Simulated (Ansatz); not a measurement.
# Cl3H4N2Ta: the cost of one run

Program: Ansatz 0.2.0. Level of theory: RKS PBE/def2-SVP. These are calculated values, not measurements.

## Step 1: Starting point

Bond lengths: Ta1–N2 2.160 Å, N2–H3 1.060 Å, N2–H4 1.060 Å, Ta1–N5 2.160 Å, N5–H6 1.060 Å, N5–H7 1.060 Å, Ta1–Cl8 2.470 Å, Ta1–Cl9 2.470 Å, Ta1–Cl10 2.470 Å. Angles (14 of 16 angles, heavy atoms first): N2–Ta1–N5 90.0°, N2–Ta1–Cl8 90.0°, N2–Ta1–Cl9 120.0°, N2–Ta1–Cl10 120.0°, N5–Ta1–Cl8 180.0°, N5–Ta1–Cl9 90.0°, N5–Ta1–Cl10 90.0°, Cl8–Ta1–Cl9 90.0°, Cl8–Ta1–Cl10 90.0°, Cl9–Ta1–Cl10 120.0°, Ta1–N2–H3 120.0°, Ta1–N2–H4 120.0°, Ta1–N5–H6 120.0°, Ta1–N5–H7 120.0°.

Structure file:

```xyz
10

Ta    0.0000    0.0000    0.0000
N     2.1600    0.0000    0.0000
H     2.6900   -0.5118    0.7620
H     2.6900    0.5118   -0.7620
N     0.0000    0.0000    2.1600
H    -0.2456   -0.8845    2.6900
H     0.2456    0.8845    2.6900
Cl    0.0000    0.0000   -2.4700
Cl   -1.2350    2.1390    0.0000
Cl   -1.2350   -2.1390    0.0000
```

## Step 2: Relaxing the start

input.yaml

```yaml
crystal:
  periodic: [false, false, false]
  atoms:
    - { symbol: Ta, position_ang: [0.0, 0.0, 0.0] }
    - { symbol: "N", position_ang: [2.16, 0.0, 0.0] }
    - { symbol: H, position_ang: [2.69, -0.5118, 0.762] }
    - { symbol: H, position_ang: [2.69, 0.5118, -0.762] }
    - { symbol: "N", position_ang: [0.0, 0.0, 2.16] }
    - { symbol: H, position_ang: [-0.2456, -0.8845, 2.69] }
    - { symbol: H, position_ang: [0.2456, 0.8845, 2.69] }
    - { symbol: Cl, position_ang: [0.0, 0.0, -2.47] }
    - { symbol: Cl, position_ang: [-1.235, 2.139, 0.0] }
    - { symbol: Cl, position_ang: [-1.235, -2.139, 0.0] }
basis:
  gaussian: { orbitals: def2-SVP }
hamiltonian:
  xc: pbe
relax:
  f_tol: 0.02
  max_steps: 40
output:
  orbitals: {}
```

The run is started by

```
$ ansatz run input.yaml --threads 4 --pin off --max-ram 5120MiB --backend cpu --events-out ev --progress --plain --runs-dir out
```

Q: Estimate wall time and peak memory on 4 threads of Arm Neoverse V1, shared host.

About 41 s, with a peak of 0.21 GiB.
